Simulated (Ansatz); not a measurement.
Run this with Ansatz 0.2.0, Python API and show what comes out.

`liag3_edit.py`
```python
"""Editing single keys of the input for LiAg3."""

import ansatz as az
import numpy as np
import pandas as pd


def main() -> None:
    vectors = np.array([
        [5.740885, 0.0, 0.0],
        [-2.870443, 4.971753, 0.0],
        [0.0, 0.0, 4.658372],
    ])
    cell = (
        az.Lattice.of(vectors)
        .atom("Li", [1 / 3, 2 / 3, 0.75])
        .atom("Li", [2 / 3, 1 / 3, 0.25])
        .atom("Ag", [0.168073, 0.336147, 0.25])
        .atom("Ag", [0.168073, 0.831927, 0.25])
        .atom("Ag", [0.663853, 0.831927, 0.25])
        .atom("Ag", [0.831927, 0.663853, 0.75])
        .atom("Ag", [0.831927, 0.168073, 0.75])
        .atom("Ag", [0.336147, 0.168073, 0.75])
    )

    model = (
        cell.calculation()
        .functional("LDA")
        .basis(470)
        .kpoints(mesh=(4, 4, 5))
        .occupations("Gaussian", width=150 * az.meV)
        .band_table()
    )
    typed = model.input()
    rows = []
    for value in [2, 6, 12]:
        edited = typed.set(az.key.scf.n_extra_bands, value)
        report = az.Session.from_dict(edited).plan().execute().report
        rows.append((value, report["free_energy_ev"], report["n_iterations"], len(report["eigenvalues_ev"][0]) if "eigenvalues_ev" in report else 0))
    print(pd.DataFrame(rows, columns=["extra bands", "F eV", "iterations", "bands listed"]).round(4).to_string(index=False))


if __name__ == "__main__":
    main()
```

```console
$ python liag3_edit.py
DeckWarning: the atoms were moved onto the symmetric positions of the space group found under crystal.symmetry.tolerance 1.0e-5 (fractional; no operation is sought that the atoms, as they stand in a [...]
 extra bands        F eV  iterations  bands listed
           2 -45153.0135           7            62
           6 -45153.0135           7            66
          12 -45153.0135           7            72
```
(Warnings from the package without file and line, shortened.)

Total energies depend on the potentials; only differences at equal settings carry meaning. A total without «per atom» is that of the cell as typed. The mesh is modest for a metal, so energies can be off by several to tens of meV an atom and pressures by half a GPa or more; differences at equal mesh fare better. The structure comes from a database of computed cells and needn't be a stable or known phase. Hardware and time: 8.6 s on 1 thread of Intel(R) Xeon(R) 6975P-C (Granite Rapids), with other jobs on the host, peak memory 0.55 GiB.
